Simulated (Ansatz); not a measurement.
# revPBE/def2-SVP run of C3H7BO (SMILES BCC(C)=O)

Aim: the electronic atomisation energy of C3H7BO at revPBE/def2-SVP, from 5 runs. 

The calculation is run with Ansatz 0.2.0.

46 further runs of the same task are left out: 46 set aside as unsound or not needed. Runs told in other sessions of the task aren't counted.

**1. The molecule**

C3H7BO: 12 atoms, total charge 0, spin state singlet. As SMILES, `BCC(C)=O`. The shape is that of a PBE0-D4/def2-TZVP optimisation. This is one conformer, not always the lowest.

Bond lengths: B1–C2 1.557 Å, C2–C3 1.504 Å, C3–C4 1.505 Å, C3–O5 1.206 Å, B1–H6 1.195 Å, B1–H7 1.197 Å, C2–H8 1.107 Å, C2–H9 1.092 Å, C4–H10 1.088 Å, C4–H11 1.092 Å, C4–H12 1.095 Å. Some angles: B1–C2–C3 115.3°, C2–C3–C4 117.0°, C2–C3–O5 120.9°, C4–C3–O5 122.0°, B1–C2–H8 100.6°, B1–C2–H9 112.9°, C3–C2–H8 109.6°, C3–C2–H9 110.4°, C2–B1–H6 119.8°, C2–B1–H7 121.1°.

**2. A single-point energy at revPBE/def2-SVP**

Contents of run.yaml:

```yaml
crystal:
  periodic: [false, false, false]
  atoms:
    - symbol: B
      position_ang: [-1.581200, 0.801000, 0.222700]
    - symbol: C
      position_ang: [-0.384500, 0.117100, 0.946500]
    - symbol: C
      position_ang: [0.927400, 0.170900, 0.212200]
    - symbol: C
      position_ang: [1.083400, -0.737900, -0.977300]
    - symbol: O
      position_ang: [1.804700, 0.920200, 0.564200]
    - symbol: H
      position_ang: [-2.525100, 1.170600, 0.856000]
    - symbol: H
      position_ang: [-1.603000, 0.910600, -0.969000]
    - symbol: H
      position_ang: [-0.743000, -0.928900, 0.990700]
    - symbol: H
      position_ang: [-0.259300, 0.457700, 1.976000]
    - symbol: H
      position_ang: [1.975700, -0.468400, -1.539000]
    - symbol: H
      position_ang: [0.203200, -0.697900, -1.623000]
    - symbol: H
      position_ang: [1.178600, -1.770300, -0.625900]
basis:
  gaussian:
    orbitals: def2-SVP
hamiltonian:
  xc: {name: revPBE}
accuracy: high
output: {orbitals: {seedname: orbitals}}
```

Launch:

```
$ ansatz run run.yaml --threads 1 --pin off --max-ram 2610MiB --events-out events.jsonl --progress --plain --runs-dir runs
```

Output:

```text
Warning: RAYON_NUM_THREADS=1 ignored (pool sized by the plan → 1); use --threads N
Functional definition: revPBE
  name "revPBE"
  parameter kappa = 1.245
  parameter beta = 0.06672455060314922
  exchange = pbe_x(kappa = kappa, mu = beta*pi^2/3)
  correlation = pbe_c(beta = beta)
2594 factors; integrals over basis functions are off by at most 3.5e-9 eV
mean field evaluation 1: about -5931.9532 eV, gradient 6.4e1 eV
mean field evaluation 2: about -5881.2985 eV, gradient 1.3e2 eV
mean field evaluation 4: about -5940.6573 eV, gradient 1.8e1 eV
mean field evaluation 8: about -5941.5927 eV, gradient 5.0e-1 eV
mean field evaluation 16: about -5941.5894 eV, gradient 1.2e-4 eV
mean field -5941.58937024 eV, -218.3493820023 hartree, gradient 1.6e-8 eV, S^2 0.000000; 0 other end points of the search recorded, 0 dependent functions left out
reference -5941.58937456 eV, -218.3493821611 hartree; 19, 19 occupied and 86, 86 virtual orbitals, 2594 factors
Total energy: -5941.58937456 eV, -218.3493821611 hartree
```

It took 9.9 s on 1 thread of Arm Neoverse V2, shared host; peak memory 0.31 GiB.

**3. The B atom, same level**

Contents of job.yaml:

```yaml
crystal:
  periodic: [false, false, false]
  atoms:
    - symbol: B
      position_ang: [0.000000, 0.000000, 0.000000]
basis:
  gaussian: {orbitals: def2-SVP}
magnetization: {spin_polarized: true, initial_magnetization: 1}
hamiltonian: {xc: {name: revPBE}}
accuracy: high
```

Run the same way, it converges to -24.62435 Eh (log not shown).

**4. The C atom, same level**

Contents of in.yaml:

```yaml
crystal:
  periodic: [false, false, false]
  atoms:
    - {symbol: C, position_ang: [0.000000, 0.000000, 0.000000]}
basis:
  gaussian: {orbitals: def2-SVP}
magnetization: {spin_polarized: true, initial_magnetization: 2}
hamiltonian: {xc: {name: revPBE}}
accuracy: high
```

Run the same way, it converges to -37.80104 Eh (log not shown).

**5. The H atom**

Contents of in.yaml:

```yaml
basis:
  gaussian: {orbitals: def2-SVP}
crystal:
  periodic: [false, false, false]
  atoms:
    - {symbol: H, position_ang: [0.000000, 0.000000, 0.000000]}
magnetization: {spin_polarized: true, initial_magnetization: 1}
hamiltonian: {xc: {name: revPBE}}
accuracy: high
```

Launch:

```
$ ansatz run in.yaml --threads 1 --pin off --max-ram 2610MiB --events-out events.jsonl --progress --plain --runs-dir runs
```

Output:

```text
Warning: RAYON_NUM_THREADS=1 ignored (pool sized by the plan → 1); use --threads N
Functional definition: revPBE
  name "revPBE"
  parameter kappa = 1.245
  parameter beta = 0.06672455060314922
  exchange = pbe_x(kappa = kappa, mu = beta*pi^2/3)
  correlation = pbe_c(beta = beta)
15 factors; integrals over basis functions are off by at most 8.9e-10 eV
mean field evaluation 1: about -13.6910 eV, gradient 3.7e-1 eV
mean field evaluation 2: about -13.6908 eV, gradient 3.7e-1 eV
mean field evaluation 4: about -13.6926 eV, gradient 1.8e-5 eV
mean field evaluation 8: about -13.6926 eV, gradient 2.2e-10 eV
mean field -13.69257262 eV, -0.5031927628 hartree, gradient 1.5e-10 eV, S^2 0.750000; 0 other end points of the search recorded, 0 dependent functions left out
reference -13.69257487 eV, -0.5031928452 hartree; 1, 0 occupied and 4, 5 virtual orbitals, 15 factors
Total energy: -13.69257487 eV, -0.5031928452 hartree
```

Run time: 0.12 s. Hardware: 1 thread of Arm Neoverse V2, shared host.

**6. The O atom, same level**

Contents of input.yaml:

```yaml
crystal:
  periodic: [false, false, false]
  atoms:
    - {symbol: O, position_ang: [0.000000, 0.000000, 0.000000]}
basis:
  gaussian: {orbitals: def2-SVP}
magnetization: {spin_polarized: true, initial_magnetization: 2}
hamiltonian: {xc: {name: revPBE}}
accuracy: high
```

Run the same way, it converges to -74.97644 Eh (log not shown).

**7. What came out**

Level: revPBE/def2-SVP.

```
                     quantity          value
       molecule: total energy  -218.34938 Eh
        molecule: HOMO energy       -5.37 eV
        molecule: LUMO energy       -2.46 eV
      molecule: HOMO–LUMO gap        2.90 eV
         B atom: total energy   -24.62435 Eh
                 B atom: ⟨S²⟩          0.752
         C atom: total energy   -37.80104 Eh
                 C atom: ⟨S²⟩          2.002
         H atom: total energy    -0.50319 Eh
                 H atom: ⟨S²⟩          0.750
         O atom: total energy   -74.97644 Eh
                 O atom: ⟨S²⟩          2.002
electronic atomisation energy      49.610 eV
```

Taking the molecule apart into free atoms costs 49.61 eV (4787 kJ/mol), before zero-point energy and without spin-orbit coupling.
